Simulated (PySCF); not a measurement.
# GaH2SO (SMILES [OH][Ga][SH]): UCAM-B3LYP/pcseg-1

What is the vertical doublet–quartet gap of GaH2SO at UCAM-B3LYP/pcseg-1? The job is set up through a Python script.

Program for the calculation: PySCF 2.14.0.

## (1) The system as given

GaH2SO has 5 atoms, charge 0, and is taken as a doublet. As SMILES, `[OH][Ga][SH]`. Geometry: a GFN2-xTB relaxation, a rough one for these elements and not checked as a minimum. This is one conformer, not always the lowest.

Bond lengths: O1–Ga2 1.738 Å, Ga2–S3 2.395 Å, O1–H4 0.952 Å, S3–H5 1.326 Å. Angles: O1–Ga2–S3 108.1°, Ga2–O1–H4 161.3°, Ga2–S3–H5 88.9°.

## (2) The energy at UCAM-B3LYP/pcseg-1

Input file geometry.xyz:

```xyz
5
GaH2OS
O     -1.170160     0.257650    -0.495320
Ga    -0.005900     1.175280     0.412150
S      1.882360    -0.235180     0.839430
H     -1.954030     0.028280    -0.985360
H      1.247740    -1.226030     0.229100
```

Input file input.py:

```python
from pyscf import gto, dft

mol = gto.M(
    atom='geometry.xyz',
    charge=0,
    spin=1,
    verbose=4,
    max_memory=1860,
    basis='pcseg-1',
)

ks = dft.UKS(mol, xc='cam-b3lyp')
ks.grids.level = 4
ks.conv_tol = 1e-10
ks.kernel()
if not ks.converged:
    ks = ks.newton().run(ks.mo_coeff, ks.mo_occ)

energy = ks.e_tot
print('E(%s) = %.9f' % ('CAM-B3LYP', energy))
```

Started as:

```sh
$ OMP_NUM_THREADS=1 python input.py
```

Output:

```text
PySCF version 2.14.0

[... 54 lines left out ...]
WARN: HOMO -0.2096690868024 >= LUMO -0.209669086802388
[... 58 lines left out ...]
converged SCF energy = -2399.3537842085  <S^2> = 0.75753118  2S+1 = 2.0075171
E(CAM-B3LYP) = -2399.353784209
```

Wall time 30 s (1 thread of Arm Neoverse V1, shared host); peak memory 0.36 GiB.

## (3) The quartet at the same level

Input file input.py:

```python
from pyscf import gto, dft

mol = gto.M(
    atom='''
O     -2.211282     0.486888    -0.936019
Ga    -0.011149     2.220957     0.778851
S      3.557145    -0.444426     1.586293
H     -3.692582     0.053441    -1.862061
H      2.357887    -2.316861     0.432936
''',
    max_memory=1860,
    unit='bohr',
    verbose=4,
    basis='pcseg-1',
    spin=3,
    charge=0,
)

myscf = dft.UKS(mol)
myscf.xc = 'cam-b3lyp'
myscf.grids.level = 4
myscf.conv_tol = 1e-10
myscf.kernel()
if not myscf.converged:
    myscf = myscf.newton().run(myscf.mo_coeff, myscf.mo_occ)

energy = myscf.e_tot
print('E(%s) = %.9f' % ('CAM-B3LYP', energy))
```

Started as:

```sh
$ OMP_NUM_THREADS=1 python input.py
```

Output:

```text
PySCF version 2.14.0

[... 60 lines left out ...]
[... the frontier-level lines of each cycle are left out ...]
[... 11 lines left out ...]
[... 11 lines left out ...]
[... 11 lines left out ...]
[... 11 lines left out ...]
[... 11 lines left out ...]
[... 5 lines left out ...]

cycle= 13 E= -2399.17802444566  delta_E= -1.82e-09  |g|= 7.1e-06  |ddm|= 0.00013


cycle= 14 E= -2399.17802444589  delta_E= -2.22e-10  |g|= 3.01e-06  |ddm|= 5.25e-05


cycle= 15 E= -2399.17802444592  delta_E= -3.41e-11  |g|= 1.63e-06  |ddm|= 1.56e-05


Extra cycle  E= -2399.17802444593  delta_E= -6.37e-12  |g|= 1.23e-06  |ddm|= 6.49e-06
converged SCF energy = -2399.17802444593  <S^2> = 3.7562211  2S+1 = 4.0031094
E(CAM-B3LYP) = -2399.178024446
```

Run time: 32 s. Hardware: 1 thread of Arm Neoverse V1, shared host; peak memory 0.36 GiB.

## (4) Summary of results

At UCAM-B3LYP/pcseg-1:

```
                                        quantity           value
                           doublet: total energy  -2399.35378 Eh
                          doublet: dipole moment          2.70 D
     doublet: HOMO energy (highest over α and β)        -7.68 eV
      doublet: LUMO energy (lowest over α and β)        -2.75 eV
                                   doublet: ⟨S²⟩           0.758
                           quartet: total energy  -2399.17802 Eh
                          quartet: dipole moment          3.32 D
     quartet: HOMO energy (highest over α and β)        -3.73 eV
                                   quartet: ⟨S²⟩           3.756
vertical energy of the quartet above the doublet        4.783 eV
```

At this shape the quartet lies 4.78 eV (110 kcal/mol) above the doublet. Mulliken charges (doublet) run from -0.61 on O1 to +0.54 on Ga2; they depend strongly on the basis.
